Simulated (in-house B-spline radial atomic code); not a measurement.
**Au⁷¹⁺: binding energies from hole states**

Wanted: ΔSCF binding energies of Au⁷¹⁺.

Program: in-house B-spline radial atomic code version 1. Level of theory: Dirac-Hartree-Fock, average of configuration, Fermi nucleus, basis-set limit. These are calculated values, not measurements, unless marked.

### 1 Starting point

- element: gold (Z = 79)
- charge: +71
- electrons: 8
- configuration: [He] 2s2 2p4
- Hamiltonian: Dirac-Coulomb
- nucleus: Fermi, rms radius 5.437 fm

The outer shells:

[He] 2s2 2p4
```
[He] core
2s [↑↓]
2p [↑↓][↑ ][↑ ]
```

The boxes draw the filling by Hund's rule, which heavy ions in jj coupling don't follow; these runs average over all states of the configuration.

Settings of the run:

```ini
Z = 79
electrons = 8.0
configuration = [He] 2s2 2p4
hamiltonian = dirac
method = hf
spin_polarised = False
nucleus = fermi
rms_radius = 5.4371
mass_number = 197
atomic_mass = 196.966570103
speed_of_light = 137.035999084
```

The reference is known from an earlier run: -11426.178707 hartree in all. Up to eight levels, counted from the top:

| orbital | occupation | energy (eV) | <r> (bohr) |
| --- | --- | --- | --- |
| 1s1/2 | 2 | -88744.3 | 0.01683 |
| 2s1/2 | 2 | -21181.2 | 0.06874 |
| 2p1/2 | 1.33333 | -20766.2 | 0.05640 |
| 2p3/2 | 2.66667 | -18821.2 | 0.06437 |

### 2 The 1s hole

Settings of the run:

```ini
Z = 79
electrons = 7.0
configuration = 1s1 2s2 2p4
hamiltonian = dirac
method = hf
spin_polarised = False
nucleus = fermi
rms_radius = 5.4371
mass_number = 197
atomic_mass = 196.966570103
speed_of_light = 137.035999084
```

### 3 The 2s hole

Changes to the settings of step 2:

```diff
@@ -2,3 +2,3 @@
 electrons = 7.0
-configuration = 1s1 2s2 2p4
+configuration = 1s2 2s1 2p4
 hamiltonian = dirac
```

### 4 The 2p hole

Changes to the settings of step 3:

```diff
@@ -2,3 +2,3 @@
 electrons = 7.0
-configuration = 1s2 2s1 2p4
+configuration = 1s2 2s2 2p3
 hamiltonian = dirac
```

Q: What does each hole state cost in eV, and how does that compare with the orbital energies or single holes?

The runs gave:

| hole | ΔSCF (eV) | with Breit, QED, recoil (eV) | −ε of the parent (eV) | −ε less ΔSCF (eV) |
| --- | --- | --- | --- | --- |
| 1s | 88725.8 | 88318.7 | 88744.3 | 18.52 |
| 2s | 21179.3 | 21125.7 | 21181.2 | 1.96 |
| 2p | 19467.1 | 19432.0 | - | - |

**Reading.** Every ΔSCF value lies below −ε, since the other electrons relax into the hole: by 18.5 eV for 1s and 1.96 eV for 2s. A dash stands where an open shell is averaged over j, so that no single parent level belongs to the hole. Values are for the free ion, measured from the vacuum level.
